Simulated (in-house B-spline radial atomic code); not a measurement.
# Te⁴⁺: ionisation energy by several methods

One table from this session's results is given with a row withheld; the runs are named, their logs left out.

The numbers are computed with in-house B-spline radial atomic code version 1 (scalar-relativistic (X2C), several functionals, spin-polarised; spherical all-electron atom at the radial basis limit), except any that are marked as measured or tabulated.

## Starting point

```
element       : tellurium (Z = 52)
charge        : +4
electrons     : 48
configuration : [Kr] 4d10 5s2
nucleus       : Fermi, rms radius 4.742 fm
```

The outer shells:

[Kr] 4d10 5s2
```
[Kr] core
4d [↑↓][↑↓][↑↓][↑↓][↑↓]
5s [↑↓]
```

Where spins are not typed, each open shell is filled with up spins first.

Set-up of the first run:

Settings of the run:

```ini
Z = 52
electrons = 48.0
configuration = [Kr] 4d10 5s2
hamiltonian = x2c
method = camb3lyp
spin_polarised = True
nucleus = fermi
rms_radius = 4.7423
mass_number = 130
atomic_mass = 129.906222745
speed_of_light = 137.035999084
```

Among the steps run: CAM-B3LYP, a range-separated hybrid; PBEsol, a GGA; PBE, a GGA; LDA (PW92); AM05, a GGA; r2SCAN, a meta-GGA.

One of the session's tables, all rows but one given; the rest of the session is left out.

```
    method  ΔSCF (eV)
LDA (PW92)     59.291
    PBEsol     58.714
       PBE          ?
      AM05     58.677
    r2SCAN     58.145
 CAM-B3LYP     58.758
```

**Question.** Estimate the row for PBE.

**Answer.** ΔSCF (eV): 58.751. In the column «ΔSCF (eV)» it lies between PBEsol (58.714) and CAM-B3LYP (58.758).

To keep in mind: Meta-GGA runs start from a PBE run whose iterations are not counted.
